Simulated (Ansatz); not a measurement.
# GaSiH₃+ (doublet): the correlation ladder, cc-pVDZ

An exercise on one series of results from a longer session: the logs are not shown, and one member is left open.

The runs use Ansatz 0.2.0, Gaussian basis; cc-pVDZ, core rule «outside noble gas», up to 19 orbitals frozen.

The runs, in order: UHF; CCSD(T) on ROHF; CCSD(T) on UHF; BCCD(T) on ROHF; CISD; CCSDT(Q) on ROHF; CCSDT(Q) on UHF.

17 further runs of the same task are left out: 1 for a known fault of the program, 7 that didn't finish, 9 set aside as unsound or not needed.

## The geometry

The geometry is a PBE0/def2-TZVP stationary point (not a proven minimum) of the parent state, kept for this charge and spin. No spin-orbit coupling is included. The filled d shell of Ga may be among the frozen orbitals whatever the setting's name suggests; the logs give the count.

5 atoms, charge 1, spin multiplicity 2.

Atoms are counted from 1 here; the program's logs count them from 0.

Bond lengths: Si1–Ga2 2.530 Å, Si1–H3 1.527 Å, Ga2–H4 1.582 Å, Ga2–H5 1.583 Å. Angles: Ga2–Si1–H3 91.5°, Si1–Ga2–H4 124.5°, Si1–Ga2–H5 119.7°, H4–Ga2–H5 115.8°.

The first run:

File in.yaml:

```yaml
crystal:
  periodic: [false, false, false]
  atoms:
    - {symbol: Si, position_ang: [0.000000, -0.091539, 1.814482]}
    - {symbol: Ga, position_ang: [0.000000, 0.015718, -0.713702]}
    - {symbol: H, position_ang: [0.000000, 1.431644, 1.919982]}
    - {symbol: H, position_ang: [0.000000, 1.356491, -1.553803]}
    - {symbol: H, position_ang: [0.000000, -1.324715, -1.555955]}
basis:
  gaussian: {orbitals: cc-pVDZ}
total_charge: 1
magnetization: {spin_polarized: true, initial_magnetization: 1}
hamiltonian: {xc: hf}
output: {orbitals: {seedname: orbitals}}
```

Run with:

```console
ansatz run in.yaml --threads 1 --pin off --events-out ev --progress --plain --max-ram 2393MiB
```

Among the steps run: UHF; CCSD(T) on ROHF; CCSD(T) on UHF; BCCD(T) on ROHF; CISD; CCSDT(Q) on ROHF; CCSDT(Q) on UHF.

One of the session's tables, all rows but one given; the rest of the session is left out.

| method | from UCCSDT(Q) (meV) |
| --- | --- |
| ROHF | +4582.8 |
| UHF | +4454.6 |
| RMP2 | +1221.9 |
| UMP2 | +1218.7 |
| CISD | ? |
| RCCSD | +136.1 |
| UCCSD | +128.9 |
| RCCSD(T) | +35.0 |
| UCCSD(T) | +33.8 |
| BCCD(T) | +34.7 |
| RCCSDT | +5.1 |
| UCCSDT | +3.6 |
| RCCSDT(Q) | +1.4 |
| UCCSDT(Q) | 0 |

Q: Estimate the row for CISD from the others.

**Answer.** from UCCSDT(Q) (meV): +465.4. In the column «from UCCSDT(Q) (meV)» it lies between RCCSD (+136.1) and UMP2 (+1218.7).

Limits of these values: Restricted and unrestricted rows rest on different reference determinants; where their highest levels disagree by more than a few hundredths of an eV, they describe different states and don't form one ladder.
